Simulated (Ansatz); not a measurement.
# Co (Cobalt): the cost of one run

Method: DFT, LDA, plane-wave PAW, default files, scalar-relativistic, frozen cores, in Ansatz 0.2.0.

2 further runs of the same task are left out: 2 that didn't finish.

## Step 1: The starting structure

It takes space group P6_3/mmc (No. 194, hexagonal). Conventional cell: a = 2.505 Å, b = 2.505 Å, c = 4.089 Å, α = 90.00°, β = 90.00°, γ = 120.00°. Co (site symmetry -6m2) has 12 Co at 2.50 to 2.51 Å as nearest neighbours.

Coordinates:

```cif
data_structure
_symmetry_space_group_name_H-M 'P6_3/mmc'
_symmetry_Int_Tables_number 194
_cell_length_a 2.5054
_cell_length_b 2.5054
_cell_length_c 4.0893
_cell_angle_alpha 90.000
_cell_angle_beta 90.000
_cell_angle_gamma 120.000
_cell_volume 22.23
loop_
_atom_site_label
_atom_site_type_symbol
_atom_site_symmetry_multiplicity
_atom_site_Wyckoff_symbol
_atom_site_fract_x
_atom_site_fract_y
_atom_site_fract_z
_atom_site_occupancy
Co1 Co 2 c 0.33333 0.66667 0.25000 1
```

The earlier run gave: no gap over 0.1 eV on the mesh, largest force 0.000 eV/Å, pressure -4.9 GPa, net moment 3.24 μB.

Site by site (atoms counted from 1):

| site | atoms | first shell | V_zz (10²¹ V/m²) | η | C_Q (MHz) | m (μB) | B_c (T) |
| --- | --- | --- | --- | --- | --- | --- | --- |
| Co | 1, 2 | 12 Co at 2.50–2.51 Å | -0.13 | 0.00 | -1.35 (⁵⁹Co) | 1.70 | -26.5 |

C_Q = eQV_zz/h, which is 24.18 MHz for Q = 1 b and V_zz = 10²¹ V/m²; η = (V_xx − V_yy)/V_zz. Quadrupole moments are those of Pyykkö's year-2017 table.

B_c = (2μ₀/3) μB (ρ↑ − ρ↓) at the nucleus, 7.77 T per e/Å³, positive along the run's up direction; orbital and dipolar fields are not in it. One atom of each site is listed; partners with reversed moments have reversed fields.

## Step 2: Functional LDA at the relaxed positions

input.yaml

```yaml
crystal:
  lattice:
    - [2.5054, 0.0, 0.0]
    - [-1.2527, 2.1697400466, 0.0]
    - [0.0, 0.0, 4.0893]
  atoms:
    - { symbol: Co, position: [0.3333333333, 0.6666666667, 0.25], spin: 2.0 }
    - { symbol: Co, position: [0.6666666667, 0.3333333333, 0.75], spin: 2.0 }
magnetization:
  spin_polarized: true
kpoints:
  mp_grid: { grid: [21, 21, 11] }
scf:
  occupations: { method: fermi_dirac, width: 0.05 }
hamiltonian:
  xc: lda
  pseudopotentials: { kind: paw, frozen_core: stored }
output:
  forces: true
  stress: true
  populations: true
  efg: { quadrupole_moments_barn: { Co: 0.42 } }
```

The run is started by

```sh
ansatz run input.yaml --threads 1 --pin off --max-ram 3072MiB --backend cpu --events-out ev --progress --plain --runs-dir out
```

**Question.** How long does this run take on 1 thread of Intel Xeon at 2.50GHz (Skylake/Cascade Lake), shared host, and how much memory does it need?

About 65 s, with a peak of 0.54 GiB.
